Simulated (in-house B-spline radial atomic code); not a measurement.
# V¹⁵⁺: Hartree-Fock with and without relativity

Wanted: relativistic shifts in V¹⁵⁺, shell by shell.

Method: Hartree-Fock averaged over the configuration, non-relativistic (point nucleus) and Dirac-Coulomb (finite nucleus); spherical all-electron atom at the radial basis limit. Code: in-house B-spline radial atomic code version 1.

## (1) Starting point

- element: vanadium (Z = 23)
- charge: +15
- electrons: 8
- configuration: [He] 2s2 2p4
- nucleus: point (non-relativistic run); Fermi, rms radius 3.600 fm (Dirac runs)

The outer shells:

[He] 2s2 2p4
```
[He] core
2s [↑↓]
2p [↑↓][↑ ][↑ ]
```

The boxes draw the filling by Hund's rule, which heavy ions in jj coupling don't follow; these runs average over all states of the configuration.

## (2) Non-relativistic run

Input settings:

```ini
Z = 23
electrons = 8.0
configuration = [He] 2s2 2p4
hamiltonian = nr
method = hf
spin_polarised = False
```

## (3) Dirac-Coulomb run

Input settings:

```ini
Z = 23
electrons = 8.0
configuration = [He] 2s2 2p4
hamiltonian = dirac
method = hf
spin_polarised = False
nucleus = fermi
rms_radius = 3.6002
mass_number = 51
atomic_mass = 50.943957664
speed_of_light = 137.035999084
```

## (4) Dirac-Coulomb run in the lowest jj configuration, 1s2 2s2 2p-2 2p+2

In configurations, a minus sign after the shell means j = l − 1/2 and a plus sign j = l + 1/2; the count of electrons follows.

The settings differ from step 3 so:

```diff
@@ -2,3 +2,3 @@
 electrons = 8.0
-configuration = [He] 2s2 2p4
+configuration = 1s2 2s2 2p-2 2p+2
 hamiltonian = dirac
```

How much does each shell's level and mean radius change with the Dirac Hamiltonian, and the total energy?

As calculated:

Levels and radii; the Dirac values are averaged over j with the occupations as weights.

| shell | ε non-rel. (eV) | ε Dirac (eV) | <r> non-rel. (bohr) | <r> Dirac (bohr) | change of <r> (%) |
| --- | --- | --- | --- | --- | --- |
| 1s | -6080.97 | -6122.65 | 0.06679 | 0.06617 | -0.92 |
| 2s | -1147.32 | -1157.16 | 0.2959 | 0.2931 | -0.93 |
| 2p | -1069.26 | -1071.95 | 0.2577 | 0.2566 | -0.43 |

The total energy moves by -5.0474 hartree, or -0.63 %, between the two Hamiltonians (nuclear size included). First-order perturbation theory (mass-velocity plus Darwin) gives -4.8167 hartree, which is 95 % of the full shift. 2s shrinks most on the average over j, by -0.93 %. Spin-orbit coupling splits the 2p level by 8.055 eV. The lowest jj configuration lies 4.580 eV below the average over the whole configuration. Breit terms add 0.256 hartree and QED terms 0.204 hartree.
